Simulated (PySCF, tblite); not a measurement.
# C₅H₆F₃PS: geometry, infrared bands and NMR shifts

Wanted: the infrared bands and NMR shifts of C₅H₆F₃PS (`FC(F)(F)C1=C[P@@H](=S)CC1`), by calculation.

The runs use tblite 0.8.0 and PySCF 2.14.0, with density-fitted response routines of our own; the level of theory stands in each step. All values are computed, except where a source is named. Atoms are numbered from 0 throughout.

## 1. The starting structure

16 atoms, charge 0, multiplicity 1; geometry from: force field or distance geometry start.

Bonds of the start (Å): F0–C1 1.35, C1–F2 1.37, C1–F3 1.35, C1–C4 1.49, C4–C5 1.36, C5–P6 1.76, P6–S7 1.94, P6–C8 1.84, C8–C9 1.52, C9–C4 1.51, C5–H10 1.08, P6–H11 1.40, C8–H12 1.10, C8–H13 1.09, C9–H14 1.09, C9–H15 1.10.

## 2. Optimising the geometry with GFN2-xTB

The job: settings as JSON, then the geometry in Å.

```
{"job": {"kind": "relax", "xc": "GFN2-xTB", "basis": "xTB"}, "charge": 0, "multiplicity": 1}
F      2.739000     1.195100    -0.288400
C      2.222800    -0.056100    -0.303400
F      2.770000    -0.713200     0.772100
F      2.691700    -0.662000    -1.420000
C      0.736000    -0.045800    -0.224600
C     -0.124100    -0.570300    -1.134200
P     -1.814500    -0.298000    -0.725200
S     -3.105600    -1.736200    -0.845300
C     -1.362700     0.163000     0.993500
C      0.082500     0.645700     0.942700
H      0.196800    -1.097400    -2.025600
H     -2.268100     0.810100    -1.458900
H     -1.444900    -0.717300     1.645400
H     -2.036800     0.933900     1.379700
H      0.587600     0.425400     1.884400
H      0.122600     1.732100     0.796300
```

Run with:

```console
OMP_NUM_THREADS=1 python probes_run.py task.json out
```

This one command runs all jobs of the session in turn.

**Question.** This job is followed by: GFN2-xTB harmonic vibrations, gas phase; GIAO PBE0/pcSseg-1 NMR shielding, non-relativistic, gas phase. What will the session give for the following? strongest single infrared mode (GFN2-xTB); zero-point energy (GFN2-xTB); 13C shifts against TMS (PBE0/pcSseg-1); 1H shifts against TMS (PBE0/pcSseg-1); 19F shifts against CFCl3 (PBE0/pcSseg-1, means over atoms taken as alike); 31P shifts against H3PO4 (PBE0/pcSseg-1); 33S shifts against CS2 (PBE0/pcSseg-1).

**Answer**, as computed:

| quantity | value |
| --- | --- |
| strongest single infrared mode (GFN2-xTB) | 1080 cm⁻¹, 256 km/mol |
| zero-point energy (GFN2-xTB) | 63.5 kcal/mol |
| 13C shifts against TMS (PBE0/pcSseg-1) | 155.1, 139.4, 130.9, 38.2, 32.0 ppm |
| 1H shifts against TMS (PBE0/pcSseg-1) | 8.24, 6.58, 2.89, 2.70, 2.63, 2.10 ppm |
| 19F shifts against CFCl3 (PBE0/pcSseg-1, means over atoms taken as alike) | -85.5 ppm |
| 31P shifts against H3PO4 (PBE0/pcSseg-1) | 13.8 ppm |
| 33S shifts against CS2 (PBE0/pcSseg-1) | -246 ppm |

The optimisation took 50 steps and gained 0.215 eV; among the close pairs (by a distance rule), C5–P6 changed most, from 1.760 to 1.819 Å. No mode is imaginary among the 42: a minimum at this level. The strongest single mode, at 1080 cm⁻¹, moves mainly C1. GFN2-xTB is a fitted tight-binding method: band positions and strengths are rough. Its intensities can rank the bands wrongly. At PBE0/pcSseg-1: The widest tensor belongs to P6: span 304 ppm, with a paramagnetic part of -657 ppm.
